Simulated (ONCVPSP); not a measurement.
# Thulium: generating and testing an ONCV potential

Task: generate the file, and judge it by its errors in other configurations, its logarithmic derivatives, its ghosts and its cutoff.

The numbers are computed with ONCVPSP 4.0.1 (PBE, scalar-relativistic, spin-unpolarised reference atom).

## 1. The atom and the settings

Typed settings, in words:

```json
{
 "element": "thulium (Tm, Z = 69)",
 "type": "optimised norm-conserving Vanderbilt (ONCV)",
 "frozen core": "[Kr] 4d10 4f13",
 "valence charge": "10",
 "reference configuration": "5s2 5p6 6s1.5 6p0.5",
 "partial waves": "5s+6s: rc 1.80 bohr, ncon 5, nbas 9, qcut 5.4 1/bohr, 2 projectors; 5p+6p: rc 2.85 bohr, ncon 4, nbas 7, qcut 4.8 1/bohr, 2 projectors; d scattering state at 0.23 Ha: rc 2.85 bohr, ncon 3, nbas 6, qcut 3.8 1/bohr, 1 projector",
 "local potential": "polynomial inside 1.75 bohr (lpopt 3, dvloc0 1 Ha)",
 "core correction": "Teter function, fcfact 4, rcfact 1.65"
}
```

An earlier all-electron run gives the scale for the radii.

All-electron outer shells of the reference configuration (PBE, scalar-relativistic, ld1.x):

| shell | level (eV) | outermost node (bohr) | outermost maximum (bohr) |
| --- | --- | --- | --- |
| 5s | -54.20 | 0.59 | 1.10 |
| 5p | -27.72 | 0.63 | 1.26 |
| 6s | -4.34 | 1.49 | 3.29 |
| 4f | -3.89 | – | 0.50 |
| 6p | -1.48 | 1.83 | 4.61 |
| 5d | -1.34 | 0.72 | 2.07 |

## 2. Generation

The input, Tm.dat:

```
# ATOM AND REFERENCE CONFIGURATION
# atsym  z   nc   nv     iexc    psfile
  Tm 69.00   10    4        4      upf
#
#   n    l    f
    1    0    2.00
    2    0    2.00
    2    1    6.00
    3    0    2.00
    3    1    6.00
    3    2   10.00
    4    0    2.00
    4    1    6.00
    4    2   10.00
    4    3   13.00
    5    0    2.00
    5    1    6.00
    6    0    1.50
    6    1    0.50
#
# PSEUDOPOTENTIAL AND OPTIMIZATION
# lmax
    2
#
#   l,   rc,      ep,       ncon, nbas, qcut
    0    1.80    0.00    5    9    5.40
    1    2.85    0.00    4    7    4.80
    2    2.85    0.23    3    6    3.80
#
# LOCAL POTENTIAL
# lloc, lpopt,  rc(5),   dvloc0
    4    3    1.75    1.00
#
# VANDERBILT-KLEINMAN-BYLANDER PROJECTORs
# l, nproj, debl
    0    2    0.90
    1    2    0.50
    2    1    2.30
#
# MODEL CORE CHARGE
# icmod, fcfact, rcfact
    3    4.00    1.65
#
# LOG DERIVATIVE ANALYSIS
# epsh1, epsh2, depsh
   -3.00    5.00    0.02
#
# OUTPUT GRID
# rlmax, drl
    6.00    0.01
#
# TEST CONFIGURATIONS
# ncnf
    4
# nvcnf
#   n    l    f
    4
    5    0    2.00
    5    1    6.00
    6    0    2.00
    6    1    0.00
#
    4
    5    0    2.00
    5    1    6.00
    6    0    1.00
    6    1    0.00
#
    4
    5    0    2.00
    5    1    6.00
    6    0    0.00
    6    1    0.00
#
    4
    5    0    2.00
    5    1    6.00
    6    0    1.00
    6    1    1.00
#
```

Command:

```console
$ oncvpsp.x < Tm.dat > Tm.out
```

Before running it: what results should come out? Wanted: cutoffs for 1 and 0.1 mHa per electron, occupied waves; bound ghosts; GHOST(+) flags; largest phase difference near zero energy, channels read; rms error of d²Exc/dn², without and with the model core; projector energies reset by the program.

The runs gave:

| quantity | value |
| --- | --- |
| cutoffs for 1 and 0.1 mHa per electron, occupied waves | 16 Ha and 63 Ha |
| bound ghosts | none found |
| GHOST(+) flags | none at low energy |
| largest phase difference near zero energy, channels read | 0.007 rad |
| rms error of d²Exc/dn², without and with the model core | 6.38 and 1.53 mHa |
| projector energies reset by the program | d: -0.049 Ha |

It counts as soft on the atom at that tolerance, with 16 Ha needed at the looser tolerance. The tighter tolerance needs 63 Ha, and converged work needs a cutoff nearer that. At the looser tolerance the 5s wave is the slowest; 6s needs 13 Ha. No bound ghost shows below the valence levels. Near zero energy the phases of the channels with partial waves agree within 0.007 rad. Note that the frozen 4f shell (-4 eV) lies higher than the valence 5s shell (-54 eV). These are tests on the free atom; a crystal test is still owed.
